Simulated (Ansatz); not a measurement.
## CH3AgS, SMILES C[S][Ag]: a rigid scan of one bond angle, step by step

With the Ansatz DFT code, driven from Python.

Notebook, run cell by cell (the value of a cell's last expression is shown):

**Cell 1**
```python
import ansatz as az
from ase import Atoms
```

**Cell 2**
```python
atoms = Atoms(['C', 'S', 'Ag', 'H', 'H', 'H'], positions=[
    (-0.4282, 0.4298, -0.3266),
    (0.3223, -1.0488, 0.2375),
    (1.993, -1.8188, 1.4334),
    (-1.283, 0.2255, -0.9648),
    (0.244, 1.0589, -0.96),
    (-0.8059, 1.0894, 0.5343),
])
```

**Cell 3**
```python
# relax first, so that the scan starts from a minimum
first = (
    az.Crystal.molecule_from_ase(atoms).calculation()
    .basis(gaussian='def2-SVP')
    .functional('B3LYP')
    .relax(force_tolerance=0.02, max_steps=80)
)
atoms.positions = first.run(threads=1).report['positions_ang']
```

**Cell 4**
```python
rows = []
for angle in [90, 100, 110, 120, 135, 150, 165, 179]:
    bent = atoms.copy()
    bent.set_angle(0, 1, 2, angle, indices=[2])
    job = az.Crystal.molecule_from_ase(bent).calculation().basis(gaussian='def2-SVP').functional('B3LYP')
    rows.append((angle, job.run(threads=1).report['free_energy_ev']))
floor = min(e for _, e in rows)
for angle, e in rows:
    print(f'angle C0-S1-Ag2 = {angle:3d} deg   {1000 * (e - floor):9.1f} meV')
```
Output:
```text
angle C0-S1-Ag2 =  90 deg       113.2 meV
angle C0-S1-Ag2 = 100 deg         0.0 meV
angle C0-S1-Ag2 = 110 deg         0.9 meV
angle C0-S1-Ag2 = 120 deg        94.8 meV
angle C0-S1-Ag2 = 135 deg       371.3 meV
angle C0-S1-Ag2 = 150 deg       755.3 meV
angle C0-S1-Ag2 = 165 deg      1164.6 meV
angle C0-S1-Ag2 = 179 deg      1433.8 meV
```

Notes:
- The scan is rigid, and the energies are electronic, in a modest basis. The zero is the lowest point of the grid, which needn't be the minimum.
- def2 sets replace the cores of elements past krypton by effective core potentials.
- b3lyp holds the VWN-RPA fit, as in Gaussian; the form of ORCA and Turbomole is b3lyp5.
- The whole script took 57 s on 1 thread of Arm Neoverse V1 (shared host), peak memory 0.23 GiB.
